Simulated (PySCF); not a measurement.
# H2Te: the cost of one run

The runs use PySCF 2.14.0; levels as typed in each script, gas phase, geometry from GFN2-xTB.

**1. The system as given**

SMILES `[TeH2]`, 3 atoms, charge 0, spin multiplicity 1.

Bond lengths: Te1–H2 1.641 Å, Te1–H3 1.641 Å. Angles: H2–Te1–H3 87.8°.

Geometry (Å):

```mol
H2Te
  3D, bonds by distance, orders not assigned

  3  2  0  0  0  0  0  0  0  0999 V2000
   -0.0438   -0.0000    0.0000 Te  0  0
    1.1395   -1.1372    0.0000 H   0  0
    1.1371    1.1395    0.0000 H   0  0
  1  2  8  0
  1  3  8  0
M  END
```

**2. Density, bond paths and surface potential (PBE/def2-tzvp)**

The input, input.py:

```python
import numpy as np
from pyscf import gto, scf, dft
from pyscf.scf import atom_ks, atom_hf
from scipy.linalg import block_diag

def solve(mol, dm0=None, hcore=None):
    mf = (dft.UKS if mol.spin else dft.RKS)(mol, xc='pbe')
    mf.grids.level = 3
    mf = mf.density_fit(auxbasis='def2-universal-jkfit')
    mf.conv_tol, mf.max_cycle = 1e-8, 80
    if hcore is not None:
        mf.get_hcore = lambda *args: hcore
    mf.kernel(dm0)
    if not mf.converged:
        mf = mf.newton().run(mf.mo_coeff, mf.mo_occ, max_cycle=30)
    assert mf.converged, 'SCF not converged'
    return mf

mol = gto.M(atom='''
Te    -0.04378    -0.00004     0.00000
H      1.13954    -1.13721     0.00000
H      1.13713     1.13954     0.00000
''', basis='def2-tzvp', ecp={'Te': 'def2-tzvp'}, charge=0, spin=0, verbose=4)
mf = solve(mol)
mf.analyze()
# spherically averaged free atoms, for the promolecule
atom_ks.AtomSphAverageRKS.init_guess_by_vsap = lambda self, mol=None: self.init_guess_by_minao(mol)  # core potentials
atm = atom_ks.get_atm_nrks(mol, xc='pbe')
pro = block_diag(*[(atm[a[0]][2] * atm[a[0]][3]) @ atm[a[0]][2].T for a in mol._atom])
np.savez('result.npz', e=mf.e_tot, c=mf.mo_coeff, occ=mf.mo_occ, eps=mf.mo_energy, pro=pro, dip=mf.dip_moment(verbose=0), s2=mf.spin_square()[0])
```

The run is started by

```
$ OMP_NUM_THREADS=1 python input.py
```

**Question.** How long does this run take on 1 thread of Intel Xeon Platinum 8488C (Sapphire Rapids), shared host, and how much memory does it need?

About 4.9 s, with a peak of 0.21 GiB.
